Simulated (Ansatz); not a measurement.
# C₃H₁₀BN: small, medium and large basis sets

An exercise on one series of results from a longer session: the logs are not shown, and one member is left open.

Program: Ansatz 0.2.0, Gaussian basis. Level of theory: one geometry, several basis sets. These are calculated values, not measurements.

Plan: PBE0-D4/def2-SVP; ωB97M-V/def2-SVP; PBE0-D4/def2-QZVPP; ωB97M-V/def2-QZVPP; the functionals' def2-TZVPP values are taken from earlier runs.

## The geometry

An earlier PBE0-D4 in a triple-zeta def2 set relaxation fixed the geometry.

SMILES `BN(C)CC`, 15 atoms, charge 0, spin multiplicity 1.

Atoms are counted from 1 here; the program's logs count them from 0.

Bond lengths: B1–N2 1.386 Å, B1–H6 1.194 Å, B1–H7 1.198 Å, N2–C3 1.447 Å, N2–C4 1.455 Å, C3–H8 1.096 Å, C3–H9 1.088 Å, C3–H10 1.096 Å, C4–C5 1.510 Å, C4–H11 1.099 Å, C4–H12 1.099 Å, C5–H13 1.092 Å, C5–H14 1.091 Å, C5–H15 1.091 Å. Angles: N2–B1–H6 120.9°, N2–B1–H7 118.0°, H6–B1–H7 121.1°, B1–N2–C3 122.0°, B1–N2–C4 126.5°, C3–N2–C4 111.5°, N2–C3–H8 110.8°, N2–C3–H9 109.9°, N2–C3–H10 110.8°, H8–C3–H9 108.8°, H8–C3–H10 107.5°, H9–C3–H10 108.8°, N2–C4–C5 115.7°, N2–C4–H11 108.0°, N2–C4–H12 108.0°, C5–C4–H11 109.5°, C5–C4–H12 109.4°, H11–C4–H12 105.7° and more.

Coordinates:

```xyz
15
C3H10BN
B     0.0428   -0.2165    1.6347
N     0.3248   -0.4018    0.2907
C     1.2587   -1.4090   -0.1653
C    -0.2411    0.3430   -0.8232
C    -1.2241    1.4274   -0.4531
H    -0.7310    0.6200    1.9899
H     0.5999   -0.9204    2.4282
H     2.0862   -0.9513   -0.7199
H     1.6642   -1.9508    0.6868
H     0.7661   -2.1225   -0.8362
H    -0.7246   -0.3737   -1.5011
H     0.5883    0.7808   -1.3954
H    -1.5756    1.9144   -1.3653
H    -0.7664    2.1855    0.1843
H    -2.0900    1.0242    0.0742
```

Set-up of the first run:

Contents of in.yaml:

```yaml
crystal:
  periodic: [false, false, false]
  atoms:
    - {symbol: B, position_ang: [0.042819, -0.216513, 1.634720]}
    - {symbol: N, position_ang: [0.324847, -0.401819, 0.290684]}
    - {symbol: C, position_ang: [1.258705, -1.409044, -0.165291]}
    - {symbol: C, position_ang: [-0.241112, 0.342989, -0.823162]}
    - {symbol: C, position_ang: [-1.224090, 1.427390, -0.453113]}
    - {symbol: H, position_ang: [-0.730996, 0.619999, 1.989927]}
    - {symbol: H, position_ang: [0.599854, -0.920353, 2.428166]}
    - {symbol: H, position_ang: [2.086154, -0.951255, -0.719853]}
    - {symbol: H, position_ang: [1.664220, -1.950809, 0.686808]}
    - {symbol: H, position_ang: [0.766108, -2.122532, -0.836173]}
    - {symbol: H, position_ang: [-0.724615, -0.373738, -1.501138]}
    - {symbol: H, position_ang: [0.588299, 0.780823, -1.395365]}
    - {symbol: H, position_ang: [-1.575637, 1.914444, -1.365326]}
    - {symbol: H, position_ang: [-0.766427, 2.185544, 0.184337]}
    - {symbol: H, position_ang: [-2.090027, 1.024172, 0.074180]}
basis:
  gaussian: {orbitals: def2-SVP}
hamiltonian: {xc: pbe0, dispersion: d4}
output: {orbitals: {seedname: orbitals}}
```

Launch:

```
$ ansatz run in.yaml --threads 4 --pin off --events-out ev --progress --plain --max-ram 10444MiB
```

Steps of the session up to this table: PBE0-D4 in def2-SVP; ωB97M-V in def2-SVP; PBE0-D4 in def2-QZVPP; ωB97M-V in def2-QZVPP.

One of the session's tables, all rows but one given; the rest of the session is left out.

It belongs to the step «Functionals by basis». 

| functional | basis | HOMO (eV) | LUMO (eV) |
| --- | --- | --- | --- |
| PBE0-D4 | def2-SVP | -7.36 | 0.51 |
| PBE0-D4 | def2-TZVPP | -7.39 | 0.21 |
| PBE0-D4 | def2-QZVPP | -7.40 | 0.09 |
| ωB97M-V | def2-SVP | ? | ? |
| ωB97M-V | def2-TZVPP | -9.71 | 1.93 |
| ωB97M-V | def2-QZVPP | -9.71 | 1.54 |

**Question.** Estimate the row for ωB97M-V, def2-SVP.

**Answer.** HOMO (eV): -9.66; LUMO (eV): 2.49. In the column «HOMO (eV)» it lies between ωB97M-V, def2-QZVPP (-9.71) and PBE0-D4, def2-QZVPP (-7.40).
